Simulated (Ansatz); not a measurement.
# CH₅NOSSi: small, medium and large basis sets

One table from this session's results is given with a row withheld; the runs are named, their logs left out.

Program: Ansatz 0.2.0, Gaussian basis. Level of theory: one geometry, several basis sets. These are calculated values, not measurements.

Plan: PBE0-D4/def2-SVP; ωB97M-V/def2-SVP; PBE0-D4/def2-QZVPP; ωB97M-V/def2-QZVPP; the functionals' def2-TZVPP values are taken from earlier runs.

## The geometry

The geometry comes from an earlier relaxation with PBE0-D4 in a triple-zeta def2 set; it is a stationary point, not always the lowest conformer.

SMILES `N[SiH](O)C=S`, 10 atoms, charge 0, spin multiplicity 1.

Atoms are counted from 1 here; the program's logs count them from 0.

Bond lengths: N1–Si2 1.704 Å, N1–H6 1.008 Å, N1–H7 1.007 Å, Si2–O3 1.644 Å, Si2–C4 1.883 Å, Si2–H8 1.487 Å, O3–H9 0.959 Å, C4–S5 1.612 Å, C4–H10 1.094 Å. Angles: Si2–N1–H6 120.5°, Si2–N1–H7 118.6°, H6–N1–H7 110.7°, N1–Si2–O3 111.6°, N1–Si2–C4 115.6°, N1–Si2–H8 105.8°, O3–Si2–C4 102.2°, O3–Si2–H8 113.2°, C4–Si2–H8 108.7°, Si2–O3–H9 116.6°, Si2–C4–S5 121.9°, Si2–C4–H10 119.2°, S5–C4–H10 118.8°.

The first run:

The input, in.yaml:

```yaml
crystal:
  periodic: [false, false, false]
  atoms:
    - {symbol: N, position_ang: [-1.415071, -0.329289, 0.525905]}
    - {symbol: Si, position_ang: [0.181115, -0.448860, -0.058671]}
    - {symbol: O, position_ang: [1.254255, -0.710128, 1.159094]}
    - {symbol: C, position_ang: [0.868266, 1.105825, -0.868587]}
    - {symbol: S, position_ang: [-0.066209, 2.110134, -1.715688]}
    - {symbol: H, position_ang: [-1.695075, 0.458164, 1.089953]}
    - {symbol: H, position_ang: [-2.170249, -0.626602, -0.070796]}
    - {symbol: H, position_ang: [0.161319, -1.541322, -1.066605]}
    - {symbol: H, position_ang: [1.027905, -1.394552, 1.791088]}
    - {symbol: H, position_ang: [1.936844, 1.325328, -0.782591]}
basis:
  gaussian: {orbitals: def2-SVP}
hamiltonian: {xc: pbe0, dispersion: d4}
output: {orbitals: {seedname: orbitals}}
```

Command:

```
$ ansatz run in.yaml --threads 4 --pin off --events-out ev --progress --plain --max-ram 10444MiB
```

Among the steps run: PBE0-D4 in def2-SVP; ωB97M-V in def2-SVP; PBE0-D4 in def2-QZVPP; ωB97M-V in def2-QZVPP.

One of the session's tables, all rows but one given; the rest of the session is left out.

It belongs to the step «Density functionals: the series». 

```
functional       basis  HOMO (eV)  LUMO (eV)
   PBE0-D4    def2-SVP      -6.11      -2.42
   PBE0-D4  def2-TZVPP      -6.30      -2.64
   PBE0-D4  def2-QZVPP      -6.35      -2.69
   ωB97M-V    def2-SVP      -8.28      -0.14
   ωB97M-V  def2-TZVPP          ?          ?
   ωB97M-V  def2-QZVPP      -8.55      -0.54
```

Estimate the missing values for ωB97M-V, def2-TZVPP.

**Answer.** HOMO (eV): -8.49; LUMO (eV): -0.45. In the column «HOMO (eV)» it lies between ωB97M-V, def2-QZVPP (-8.55) and ωB97M-V, def2-SVP (-8.28).
